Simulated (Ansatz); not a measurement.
Born–Oppenheimer molecular dynamics of a periodic cell of 16 atoms, Li (start crystal Li, start structure bcc, volume 1.15 times the crystal's). It starts from a structure without forces on its atoms.

Method: Ansatz, DFT PBE, scalar-relativistic, plane waves, PAW. Settings: cutoff 420 eV, k mesh 3x3x3, fermi-dirac smearing 0.16 eV, no spin polarisation.

```
ensemble        : NVT, Langevin thermostat
time step       : 1 fs
steps asked     : 200
set temperature : 1800 K
friction        : 0.02 /fs
seed            : 890978
```

First frame:

```xyz
16
Lattice="7.3129 0.0000 0.0000 0.0000 7.3129 0.0000 0.0000 0.0000 7.3129" Properties=species:S:1:pos:R:3
Li 0.000 0.000 0.000
Li 3.656 0.000 0.000
Li 0.000 3.656 0.000
Li 0.000 0.000 3.656
Li 1.828 1.828 1.828
Li 3.656 3.656 0.000
Li 3.656 0.000 3.656
Li 5.485 1.828 1.828
Li 0.000 3.656 3.656
Li 1.828 5.485 1.828
Li 1.828 1.828 5.485
Li 3.656 3.656 3.656
Li 5.485 5.485 1.828
Li 5.485 1.828 5.485
Li 1.828 5.485 5.485
Li 5.485 5.485 5.485
```

**Question.** What does the run give?

**Answer.** The run went to its last step.

- steps done: 200
- time covered: 200 fs
- mean temperature over the second half: 1873 K
- spread of the potential energy over the second half: 19.9 meV per atom
- mean potential energy of the second half above the start: 223.5 meV per atom

A run of 0.2 ps of so small a system gives no equilibrium averages. Limits of this set-up: coarse k mesh.

**Question.** What happens to the structure?

**Answer.** Mean squared displacements from the first frame to the last, about the centre of mass: Li 1.19 Å². This is one draw of velocities; another would differ in detail.

**Question.** How do temperature and energy run in time?

**Answer.** 
```csv
time (fs),T (K),potential energy less start (eV)
0,1688,0.000
6,1526,0.182
12,1347,0.687
18,1354,1.427
24,1083,2.240
30,954,2.803
36,1149,2.880
42,1479,2.586
48,1386,2.408
54,945,2.382
60,1123,2.255
66,1185,2.170
72,1359,2.292
78,1274,2.558
84,1148,2.982
90,1205,3.361
96,1325,3.422
102,1370,3.257
108,1310,3.149
114,1549,3.208
120,1644,3.442
126,1628,3.521
132,1574,3.617
138,1765,3.668
144,1743,3.822
150,1756,3.914
156,2127,3.717
162,2223,3.403
168,2060,3.315
174,2193,3.303
180,2439,3.339
186,2283,3.656
192,2110,4.175
198,2068,4.319
```

Run time: 6.1 min on 2 threads of AMD EPYC 9R45 (Zen 5) (shared host), peak memory 0.75 GiB.
